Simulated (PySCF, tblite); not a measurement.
# C₉H₇N: excited states

Aim: compute the excited states of C₉H₇N (`c1cncc2cccc-2c1`).

Computed with tblite 0.8.0 and PySCF 2.14.0 and routines of our own; the level stands in each step. Atoms count from 0.

## 1. The starting structure

17 atoms, charge 0, multiplicity 1; geometry from: force field or distance geometry start.

## 2. Optimising the geometry with GFN2-xTB

Job settings and geometry (Å):

```
{"job": {"kind": "relax", "xc": "GFN2-xTB", "basis": "xTB"}, "charge": 0, "multiplicity": 1}
C     -1.981600    -1.040300    -0.004300
C     -2.497200     0.258600     0.147100
N     -1.885100     1.416300    -0.189000
C     -0.576700     1.745900    -0.235200
C      0.462600     0.828500    -0.075100
C      1.791500     1.157600     0.134200
C      2.530300    -0.016000     0.222500
C      1.711800    -1.107100     0.074300
C      0.434600    -0.632200    -0.120400
C     -0.697400    -1.418900    -0.313700
H     -2.689700    -1.857800     0.129600
H     -3.484300     0.317700     0.619000
H     -0.301900     2.764000    -0.365300
H      2.166900     2.182600     0.216000
H      3.596400    -0.035900     0.397600
H      1.935000    -2.166600     0.094900
H     -0.522000    -2.384400    -0.742100
```

Launch:

```sh
> OMP_NUM_THREADS=1 python excited_run.py task.json out
```

The driver reads the jobs from task.json and runs them one after another.

The program printed:

```text
step      E/eV     max force
  0    -698.55744    3.189
  1    -698.74056    1.116
  2    -698.81781    0.930
  3    -698.90650    0.496
  4    -698.94179    0.469
  5    -698.96615    0.387
  6    -698.99196    0.381
  7    -699.01434    0.504
  8    -699.03135    0.354
  9    -699.04394    0.285
 10    -699.05686    0.265
 11    -699.07031    0.286
 12    -699.08097    0.265
 13    -699.08788    0.200
 14    -699.09286    0.167
 15    -699.09725    0.139
 16    -699.10086    0.134
 17    -699.10354    0.118
 18    -699.10603    0.124
 19    -699.10889    0.135
 20    -699.11165    0.138
 21    -699.11381    0.109
 22    -699.11557    0.126
 23    -699.11745    0.129
 24    -699.11965    0.122
 25    -699.12196    0.133
 26    -699.12430    0.108
 27    -699.12696    0.137
 28    -699.13014    0.158
 29    -699.13340    0.159
 30    -699.13618    0.136
 31    -699.13846    0.144
 32    -699.14032    0.119
 33    -699.14163    0.086
 34    -699.14247    0.082
 35    -699.14319    0.076
 36    -699.14410    0.076
 37    -699.14525    0.084
 38    -699.14637    0.069
 39    -699.14725    0.067
 40    -699.14806    0.065
 41    -699.14907    0.083
 42    -699.15029    0.084
 43    -699.15148    0.079
 44    -699.15245    0.065
 45    -699.15321    0.079
 46    -699.15383    0.068
 47    -699.15428    0.042
 48    -699.15460    0.035
 49    -699.15483    0.036
 50    -699.15507    0.039
 51    -699.15529    0.035
 52    -699.15548    0.033
 53    -699.15561    0.026
 54    -699.15571    0.023
 55    -699.15581    0.024
 56    -699.15591    0.024
 57    -699.15602    0.024
 58    -699.15609    0.021
 59    -699.15614    0.015
 60    -699.15617    0.015
 61    -699.15621    0.018
 62    -699.15626    0.021
 63    -699.15633    0.025
 64    -699.15643    0.028
 65    -699.15656    0.024
 66    -699.15668    0.021
 67    -699.15675    0.019
 68    -699.15679    0.016
 69    -699.15682    0.015
 70    -699.15686    0.014
 71    -699.15690    0.014
 72    -699.15693    0.010
 73    -699.15694    0.007
```

Run time: 0.44 s. Hardware: 1 thread of Arm Neoverse V2, shared host; peak memory 0.18 GiB.

Relaxation path: (not every step is listed)

| step | energy from step 0 (eV) | largest force (eV/Å) |
| --- | --- | --- |
| 0 | 0.0000 | 3.1891 |
| 1 | -0.1831 | 1.1157 |
| 2 | -0.2604 | 0.9298 |
| 3 | -0.3491 | 0.4958 |
| 4 | -0.3843 | 0.4693 |
| 5 | -0.4087 | 0.3868 |
| 6 | -0.4345 | 0.3808 |
| 7 | -0.4569 | 0.5035 |
| 8 | -0.4739 | 0.3545 |
| 14 | -0.5354 | 0.1665 |
| 20 | -0.5542 | 0.1377 |
| 26 | -0.5669 | 0.1080 |
| 32 | -0.5829 | 0.1188 |
| 38 | -0.5889 | 0.0693 |
| 44 | -0.5950 | 0.0650 |
| 50 | -0.5976 | 0.0389 |
| 56 | -0.5985 | 0.0242 |
| 62 | -0.5988 | 0.0212 |
| 68 | -0.5993 | 0.0156 |
| 69 | -0.5994 | 0.0150 |
| 70 | -0.5994 | 0.0140 |
| 71 | -0.5995 | 0.0137 |
| 72 | -0.5995 | 0.0105 |
| 73 | -0.5995 | 0.0067 |

Distances of close pairs at the start and the end, largest changes first:

| bond | before (Å) | after (Å) | change (Å) |
| --- | --- | --- | --- |
| C1–N2 | 1.352 | 1.320 | -0.032 |
| N2–C3 | 1.350 | 1.319 | -0.031 |
| C3–H12 | 1.063 | 1.089 | +0.026 |
| C4–C8 | 1.462 | 1.487 | +0.025 |
| C5–H13 | 1.095 | 1.074 | -0.020 |
| C7–C8 | 1.376 | 1.396 | +0.020 |
| C6–C7 | 1.372 | 1.391 | +0.019 |
| C0–C9 | 1.374 | 1.390 | +0.016 |

The next job starts from the end point, and lists it.

## 3. Harmonic vibrations with GFN2-xTB

Job settings and geometry (Å):

```
{"job": {"kind": "ir", "xc": "GFN2-xTB", "basis": "xTB"}, "charge": 0, "multiplicity": 1}
C     -2.024266    -1.022301    -0.068109
C     -2.503824     0.284072    -0.038011
N     -1.905526     1.459734     0.007895
C     -0.606236     1.685309     0.038305
C      0.472595     0.816254     0.031467
C      1.822314     1.170767     0.066410
C      2.591609     0.009578     0.047752
C      1.757484    -1.103090     0.000051
C      0.430289    -0.669085    -0.012679
C     -0.703652    -1.455081    -0.056164
H     -2.782573    -1.794318    -0.106002
H     -3.587095     0.386778    -0.055760
H     -0.367718     2.746959     0.075459
H      2.199624     2.176127     0.100939
H      3.666969    -0.022852     0.066664
H      2.073937    -2.129692    -0.023601
H     -0.540929    -2.527129    -0.084526
```

The program printed:

```text
mode    cm-1     km/mol
  1      70.4      0.38
  2     141.4      1.71
  3     216.4      1.96
  4     316.7      0.58
  5     371.6      0.35
  6     411.4      1.45
  7     485.2      3.91
  8     528.5      2.76
  9     577.7     13.79
 10     678.9      0.07
 11     705.7      3.09
 12     730.4      1.62
 13     760.5      0.41
 14     794.0     28.36
 15     814.5      2.83
 16     818.2      0.36
 17     859.4      8.98
 18     873.5      1.07
 19     880.3      0.02
 20     916.9      0.71
 21     928.1      2.71
 22    1012.7      2.62
 23    1052.0      6.77
 24    1079.8      2.26
 25    1090.6      0.12
 26    1173.2      0.21
 27    1189.9     15.88
 28    1262.5      0.14
 29    1290.5      2.11
 30    1314.0      1.84
 31    1354.4      0.28
 32    1376.3     18.80
 33    1432.2      5.81
 34    1442.7     15.70
 35    1495.0     11.91
 36    1517.8     22.59
 37    1566.5    158.75
 38    1592.4     75.71
 39    2988.4     31.70
 40    2993.5     33.36
 41    3035.0     20.01
 42    3057.1     44.86
 43    3122.9     19.12
 44    3139.4     51.23
 45    3144.6     38.09
```

It took 0.54 s on 1 thread of Arm Neoverse V2, shared host; peak memory 0.18 GiB.

Which atoms move in the most intense modes:

| cm⁻¹ | km/mol | atoms |
| --- | --- | --- |
| 794 | 28.4 | H13 32 %, H15 24 % |
| 1566 | 158.8 | C4 31 %, C3 30 %, C1 14 %, C0 11 % |
| 1592 | 75.7 | C8 36 %, C9 33 % |
| 2988 | 31.7 | H12 93 % |
| 2994 | 33.4 | H11 92 % |
| 3057 | 44.9 | H10 84 % |
| 3139 | 51.2 | H15 60 %, H13 31 % |
| 3145 | 38.1 | H13 54 %, H15 22 %, H14 15 % |

## 4. Excited states: TDA B3LYP/def2-SVPD

The job, as its differences from that of step 3:

```diff
@@ -1,2 +1,2 @@
-{"job": {"kind": "ir", "xc": "GFN2-xTB", "basis": "xTB"}, "charge": 0, "multiplicity": 1}
+{"job": {"kind": "states", "xc": "B3LYP", "basis": "def2-SVPD", "tda": true, "soc": true, "nstates": 8, "ntriplets": 6, "nquad": 4}, "charge": 0, "multiplicity": 1}
 C     -2.024266    -1.022301    -0.068109
```

With the program's defaults for keys left out, this is: TDA B3LYP/def2-SVPD excited states, vertical, gas phase, spin-orbit mean-field couplings.

The program printed:

```text
coarse grid: 15176 points
cycle   1  E = -401.4670391401  dE =  1.850e+00  |g| = 4.411e-01  |ddm| = 1.885e+01
cycle   2  E = -401.4036699116  dE =  6.337e-02  |g| = 6.495e-01  |ddm| = 5.201e+00
cycle   3  E = -401.5071125756  dE = -1.034e-01  |g| = 2.094e-01  |ddm| = 2.528e+00
cycle   4  E = -401.5206824867  dE = -1.357e-02  |g| = 7.061e-02  |ddm| = 9.699e-01
cycle   5  E = -401.5219184843  dE = -1.236e-03  |g| = 2.662e-02  |ddm| = 3.629e-01
cycle   6  E = -401.5220681368  dE = -1.497e-04  |g| = 7.992e-03  |ddm| = 1.581e-01
cycle   7  E = -401.5220832761  dE = -1.514e-05  |g| = 2.879e-03  |ddm| = 5.261e-02
cycle   8  E = -401.5220855912  dE = -2.315e-06  |g| = 5.543e-04  |ddm| = 1.014e-02
final grid: 149472 points
cycle   9  E = -401.5998149942  dE = -5.709e-05  |g| = 5.440e-03  |ddm| = 4.750e-01
cycle  10  E = -401.5998108394  dE =  4.155e-06  |g| = 6.782e-03  |ddm| = 6.633e-02
cycle  11  E = -401.5998225675  dE = -1.173e-05  |g| = 1.721e-03  |ddm| = 3.536e-02
cycle  12  E = -401.5998234111  dE = -8.437e-07  |g| = 4.256e-04  |ddm| = 6.074e-03
cycle  13  E = -401.5998234536  dE = -4.243e-08  |g| = 2.442e-04  |ddm| = 2.046e-03
cycle  14  E = -401.5998234691  dE = -1.556e-08  |g| = 6.485e-05  |ddm| = 1.248e-03
cycle  15  E = -401.5998234702  dE = -1.053e-09  |g| = 2.602e-05  |ddm| = 3.532e-04
cycle  16  E = -401.5998234704  dE = -1.980e-10  |g| = 4.397e-06  |ddm| = 8.810e-05
converged SCF energy = -401.5998234704

Singlet excitations
state   eV       nm        f     d(h-e)  d(exc)  Lambda  PR(NTO)  |dmu|/D   mu/D   main configurations
  1   2.6634   465.5   0.00757   0.952   3.283   0.562   1.087    1.402    2.716   H->L 0.94
  2   3.3074   374.9   0.00011   1.839   3.249   0.343   1.001    3.562    1.945   H-2->L 0.98
  3   3.8376   323.1   0.00203   1.078   3.409   0.821   2.050    1.736    3.016   H->L+1 0.50, H-1->L 0.47
  4   4.1169   301.2   0.00203   1.946   3.365   0.426   1.003    3.598    2.091   H-2->L+1 0.98
  5   4.7872   259.0   0.10379   0.750   3.319   0.740   1.568                     H-1->L+1 0.71, H-3->L 0.14
  6   5.7137   217.0   0.00091   1.923   4.502   0.295   1.004                     H->L+2 0.99
  7   5.8210   213.0   1.63373   1.275   3.385   0.779   2.272                     H-1->L 0.40, H->L+1 0.37
  8   5.9062   209.9   0.00081   0.478   3.179   0.518   1.008                     H-4->L 0.99

Triplet excitations (Tamm-Dancoff)
state   eV     d(h-e)  d(exc)  Lambda  PR(NTO)   main configurations
  1   2.2175   0.872   3.280   0.552   1.006   H->L 0.99
  2   2.5667   0.547   3.163   0.818   1.608   H->L+1 0.75, H-1->L 0.23
  3   2.8626   0.863   3.294   0.827   1.563   H-1->L 0.75, H->L+1 0.24
  4   3.1642   1.830   3.236   0.344   1.003   H-2->L 0.98
  5   3.6576   1.795   3.215   0.425   1.004   H-2->L+1 0.96
  6   3.7434   0.765   3.308   0.737   1.039   H-1->L+1 0.98
S1 - T1 = 0.4459 eV

Spin-orbit couplings |<S|Hso|T>| (cm-1)
             T1       T2       T3       T4       T5       T6
S0        0.074    0.015    0.054   10.613   18.115    0.226
S1        0.004    0.052    0.022    6.912    2.253    0.030
S2        6.847    1.378    4.441    0.043    0.188    0.636
S3        0.046    0.013    0.013    3.125    4.803    0.064
S4        1.098    7.085    2.874    0.229    0.128    3.649
S5        0.011    0.028    0.023    1.417    2.848    0.029
S6        1.921    1.165    0.559    0.037    0.020    0.120
S7        0.034    0.008    0.014    1.007    4.496    0.063
S8        2.284    1.006    1.640    9.774    1.233    0.139
T1 sublevels (cm-1): 0.000 0.000 0.001   radiative rates (1/s): 0.000404 0.00135 0.00326
```

Run time: 70 s. Hardware: 1 thread of Arm Neoverse V2, shared host; peak memory 0.99 GiB.

Key values:

| quantity | value |
| --- | --- |
| S1 less T1 | 0.45 eV |

## 5. Excited states: TDDFT B3LYP/def2-SVPD

The job, as its differences from that of step 4:

```diff
@@ -1,2 +1,2 @@
-{"job": {"kind": "states", "xc": "B3LYP", "basis": "def2-SVPD", "tda": true, "soc": true, "nstates": 8, "ntriplets": 6, "nquad": 4}, "charge": 0, "multiplicity": 1}
+{"job": {"kind": "states", "xc": "B3LYP", "basis": "def2-SVPD", "tpa": true, "nstates": 6, "nquad": 5, "ntriplets": 0}, "charge": 0, "multiplicity": 1}
 C     -2.024266    -1.022301    -0.068109
```

Method: TDDFT B3LYP/def2-SVPD excited states, vertical, gas phase, two-photon moments by quadratic response.

The program printed:

```text
coarse grid: 15176 points
cycle   1  E = -401.4670391401  dE =  1.850e+00  |g| = 4.411e-01  |ddm| = 1.885e+01
cycle   2  E = -401.4036699116  dE =  6.337e-02  |g| = 6.495e-01  |ddm| = 5.201e+00
cycle   3  E = -401.5071125756  dE = -1.034e-01  |g| = 2.094e-01  |ddm| = 2.528e+00
cycle   4  E = -401.5206824867  dE = -1.357e-02  |g| = 7.061e-02  |ddm| = 9.699e-01
cycle   5  E = -401.5219184843  dE = -1.236e-03  |g| = 2.662e-02  |ddm| = 3.629e-01
cycle   6  E = -401.5220681368  dE = -1.497e-04  |g| = 7.992e-03  |ddm| = 1.581e-01
cycle   7  E = -401.5220832761  dE = -1.514e-05  |g| = 2.879e-03  |ddm| = 5.261e-02
cycle   8  E = -401.5220855912  dE = -2.315e-06  |g| = 5.543e-04  |ddm| = 1.014e-02
final grid: 149472 points
cycle   9  E = -401.5998149942  dE = -5.709e-05  |g| = 5.440e-03  |ddm| = 4.750e-01
cycle  10  E = -401.5998108394  dE =  4.155e-06  |g| = 6.782e-03  |ddm| = 6.633e-02
cycle  11  E = -401.5998225675  dE = -1.173e-05  |g| = 1.721e-03  |ddm| = 3.536e-02
cycle  12  E = -401.5998234111  dE = -8.437e-07  |g| = 4.256e-04  |ddm| = 6.074e-03
cycle  13  E = -401.5998234536  dE = -4.243e-08  |g| = 2.442e-04  |ddm| = 2.046e-03
cycle  14  E = -401.5998234691  dE = -1.556e-08  |g| = 6.485e-05  |ddm| = 1.248e-03
cycle  15  E = -401.5998234702  dE = -1.053e-09  |g| = 2.602e-05  |ddm| = 3.532e-04
cycle  16  E = -401.5998234704  dE = -1.980e-10  |g| = 4.397e-06  |ddm| = 8.810e-05
converged SCF energy = -401.5998234704

Singlet excitations
state   eV       nm        f     d(h-e)  d(exc)  Lambda  PR(NTO)  |dmu|/D   mu/D   delta(TPA)   sigma/GM   main configurations
  1   2.5903   478.6   0.00543   0.932   3.275   0.562   1.103    1.449    2.759        2.40      0.006   H->L 0.97
  2   3.2999   375.7   0.00008   1.841   3.251   0.343   1.002    3.569    1.946        0.40      0.002   H-2->L 0.99
  3   3.6969   335.4   0.00261   1.042   3.399   0.818   2.079    1.633    2.933        2.43      0.012   H->L+1 0.54, H-1->L 0.46
  4   4.0846   303.5   0.00152   1.949   3.370   0.426   1.005    3.622    2.125        1.27      0.008   H-2->L+1 0.98
  5   4.6040   269.3   0.12383   0.701   3.308   0.742   1.446    1.087    2.308       59.94      0.465   H-1->L+1 0.73, H-3->L 0.08, H-1->L 0.08
  6   5.1106   242.6   0.93380   1.138   3.321   0.767   2.107                                            H-1->L 0.43, H->L+1 0.36, H-1->L+1 0.14
```

Run time: 77 s. Hardware: 1 thread of Arm Neoverse V2, shared host; peak memory 1.1 GiB.

## 6. Summary of results

| quantity | value |
| --- | --- |
| strongest single infrared mode (GFN2-xTB) | 1566 cm⁻¹, 159 km/mol |
| zero-point energy (GFN2-xTB) | 80.9 kcal/mol |
| S1 less T1 (step 4, TDA B3LYP/def2-SVPD) | 0.45 eV |

**Reading.** No mode is imaginary among the 45: a minimum at this level. The strongest single mode, at 1566 cm⁻¹, is carried by C4, C3, C1, C0. GFN2-xTB is a fitted tight-binding method: band positions and strengths are rough. Its intensities can rank the bands wrongly. In step 4, the number of triplets below S1 is 2, and the largest singlet-triplet spin-orbit coupling is S0–T5, 18.11 cm⁻¹.
